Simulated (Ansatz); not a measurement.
# Ti2AlC: the cost of one run

Computed with Ansatz 0.2.0 (DFT PBEsol, scalar-relativistic, plane waves, PAW, unless a step's input says otherwise).

1 further run of the same task is left out (set aside as unsound or not needed).

## (1) The structure to begin with

The structure is hexagonal, space group P6_3/mmc (No. 194). Conventional cell: a = 3.038 Å, b = 3.038 Å, c = 13.637 Å, α = 90.00°, β = 90.00°, γ = 120.00°. Ti (site symmetry 3m) has 3 C at 2.09 Å as nearest neighbours. Around Al (site symmetry -6m2) lie 6 Ti at 2.87 Å and 6 Al at 3.04 Å. C (site symmetry -3m) has 6 Ti at 2.09 Å as nearest neighbours.

Structure file:

```
Ti Al C
1.0
     3.03791    0.00000    0.00000
    -1.51895    2.63091    0.00000
     0.00000    0.00000   13.63650
Ti Al C
4 2 2
Direct
  0.33333 0.66667 0.08328
  0.66667 0.33333 0.58328
  0.66667 0.33333 0.91672
  0.33333 0.66667 0.41672
  0.33333 0.66667 0.75000
  0.66667 0.33333 0.25000
  0.00000 0.00000 0.00000
  0.00000 0.00000 0.50000
```

It goes back to an entry of the Materials Project, which need not be the stable form.

This cell was relaxed beforehand with the same method: volume 13.62 Å³/atom, gap on the mesh none (metal).

## (2) The cell scaled to 0.97 of its volume

Input file input.yaml:

```yaml
crystal:
  lattice:
    - [3.0072218166, 0.0, 0.0]
    - [-1.5036109083, 2.604330488, 0.0]
    - [0.0, 0.0, 13.4987484256]
  atoms:
    - { symbol: Ti, position: [0.3333333333, 0.6666666667, 0.0832777515] }
    - { symbol: Ti, position: [0.6666666667, 0.3333333333, 0.5832777515] }
    - { symbol: Ti, position: [0.6666666667, 0.3333333333, 0.9167222485] }
    - { symbol: Ti, position: [0.3333333333, 0.6666666667, 0.4167222485] }
    - { symbol: Al, position: [0.3333333333, 0.6666666667, 0.75] }
    - { symbol: Al, position: [0.6666666667, 0.3333333333, 0.25] }
    - { symbol: C, position: [0.0, 0.0, 0.0] }
    - { symbol: C, position: [0.0, 0.0, 0.5] }
basis:
  ecutwfc: 420
kpoints:
  mp_grid: { grid: [12, 12, 4] }
hamiltonian:
  xc: pbesol
scf:
  occupations: { method: gaussian, width: 0.1 }
output:
  forces: true
  stress: true
  eigenvalues: true
relax:
  adjacent_minimum: "off"
  f_tol: 0.01
  max_steps: 30
  cell: { stress_tol: 0.1, fix: [volume] }
```

On the command line:

```console
$ ansatz run input.yaml --threads 2 --pin off --max-ram 5120MiB --backend cpu --events-out ev --progress --plain --runs-dir out
```

Q: Estimate wall time and peak memory on 2 threads of Arm Neoverse V2, shared host.

About 38 s, with a peak of 0.52 GiB.
